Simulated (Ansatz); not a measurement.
**wB97X/def2-TZVP run of BH2Cl (SMILES BCl)**

What is the electronic atomisation energy of BH2Cl at wB97X/def2-TZVP? 

The results are computed with Ansatz 0.2.0.

44 further runs of the same task are left out: 44 set aside as unsound or not needed.

**1. The structure to begin with**

BH2Cl: 4 atoms, total charge 0, spin state singlet. As SMILES, `BCl`. Geometry: relaxed at PBE0-D4/def2-TZVP.

Bond lengths: B1–Cl2 1.733 Å, B1–H3 1.190 Å, B1–H4 1.190 Å. Angles: Cl2–B1–H3 118.1°, Cl2–B1–H4 118.1°, H3–B1–H4 123.7°.

**2. The energy at wB97X/def2-TZVP**

Input file run.yaml:

```yaml
crystal:
  periodic: [false, false, false]
  atoms:
    - {symbol: B, position_ang: [-0.116700, 0.021700, -0.075300]}
    - {symbol: Cl, position_ang: [1.365000, -0.395300, 0.721200]}
    - {symbol: H, position_ang: [-1.106200, -0.559500, 0.240400]}
    - {symbol: H, position_ang: [-0.086600, 0.872800, -0.906600]}
basis:
  gaussian:
    orbitals: def2-TZVP
total_charge: 0
hamiltonian:
  xc: {name: wB97X}
accuracy: high
output: {orbitals: {seedname: orbitals}}
```

On the command line:

```console
ansatz run run.yaml --threads 1 --pin off --max-ram 3480MiB --events-out events.jsonl --progress --plain --runs-dir runs
```

What it wrote:

```text
Warning: RAYON_NUM_THREADS=1 ignored (pool sized by the plan → 1); use --threads N
Functional definition: wB97X
  name "wB97X"
  parameter omega = 0.3/bohr
  parameter cx = 0.157706
  parameter cx1 = 0.726479
  parameter cx2 = 1.04760
  parameter cx3 = -5.70635
  parameter cx4 = 13.2794
  parameter css1 = -4.33879
  parameter css2 = 18.2308
  parameter css3 = -31.7430
  parameter css4 = 17.2901
  parameter cos1 = 2.37031
  parameter cos2 = -11.3995
  parameter cos3 = 6.58405
  parameter cos4 = -3.78132
  exchange = spin_sum(e_x_unif_sr(omega)*poly(b97_u_x, 1 - cx, cx1, cx2, cx3, cx4)) + cx*exact_x_sr(omega)
      + exact_x_lr(omega)
  correlation = spin_sum(e_c_pw_same_spin*poly(b97_u_same, 1, css1, css2, css3, css4))
      + integral(e_c_pw_opposite_spin*poly(b97_u_opposite, 1, cos1, cos2, cos3, cos4))
1294 factors; integrals over basis functions are off by at most 4.0e-9 eV
262 factors; integrals over basis functions are off by at most 1.9e-9 eV
mean field evaluation 1: about -13232.0563 eV, gradient 9.0e0 eV
mean field evaluation 2: about -13232.2964 eV, gradient 3.7e0 eV
mean field evaluation 4: about -13232.3247 eV, gradient 2.0e-1 eV
mean field evaluation 8: about -13232.3210 eV, gradient 3.3e-3 eV
mean field evaluation 16: about -13232.3210 eV, gradient 1.1e-6 eV
mean field -13232.32104760 eV, -486.2788293098 hartree, gradient 3.8e-8 eV, S^2 0.000000; 0 other end points of the search recorded, 0 dependent functions left out
reference -13232.32104495 eV, -486.2788292125 hartree; 12, 12 occupied and 68, 68 virtual orbitals, 1294 factors
Total energy: -13232.32104495 eV, -486.2788292125 hartree
```

It took 9.3 s on 1 thread of Arm Neoverse V2, shared host; peak memory 0.26 GiB.

**3. The B atom**

Input file run.yaml:

```yaml
crystal:
  periodic: [false, false, false]
  atoms:
    - {symbol: B, position_ang: [0.000000, 0.000000, 0.000000]}
basis:
  gaussian: {orbitals: def2-TZVP}
magnetization: {spin_polarized: true, initial_magnetization: 1}
hamiltonian: {xc: {name: wB97X}}
accuracy: high
```

Run the same way, it converges to -24.65154 Eh (log not shown).

**4. The Cl atom**

Input file input.yaml:

```yaml
crystal:
  periodic: [false, false, false]
  atoms:
    - {symbol: Cl, position_ang: [0.000000, 0.000000, 0.000000]}
basis:
  gaussian:
    orbitals: def2-TZVP
magnetization:
  spin_polarized: true
  initial_magnetization: 1
hamiltonian:
  xc: {name: wB97X}
accuracy: high
```

Run the same way, it converges to -460.14676 Eh (log not shown).

**5. The H atom**

Input file in.yaml:

```yaml
crystal:
  periodic: [false, false, false]
  atoms:
    - {symbol: H, position_ang: [0.000000, 0.000000, 0.000000]}
basis:
  gaussian:
    orbitals: def2-TZVP
magnetization:
  spin_polarized: true
  initial_magnetization: 1
hamiltonian:
  xc: {name: wB97X}
accuracy: high
```

Run the same way, it converges to -0.50139 Eh (log not shown).

**6. What came out**

Level: wB97X/def2-TZVP.

```
                     quantity          value
       molecule: total energy  -486.27883 Eh
        molecule: HOMO energy      -11.10 eV
        molecule: LUMO energy        0.49 eV
      molecule: HOMO–LUMO gap       11.59 eV
         B atom: total energy   -24.65154 Eh
                 B atom: ⟨S²⟩          0.754
        Cl atom: total energy  -460.14676 Eh
                Cl atom: ⟨S²⟩          0.753
         H atom: total energy    -0.50139 Eh
                 H atom: ⟨S²⟩          0.750
electronic atomisation energy      13.000 eV
```

In words: Taking the molecule apart into free atoms costs 13.00 eV (1254 kJ/mol), before zero-point energy and without spin-orbit coupling.
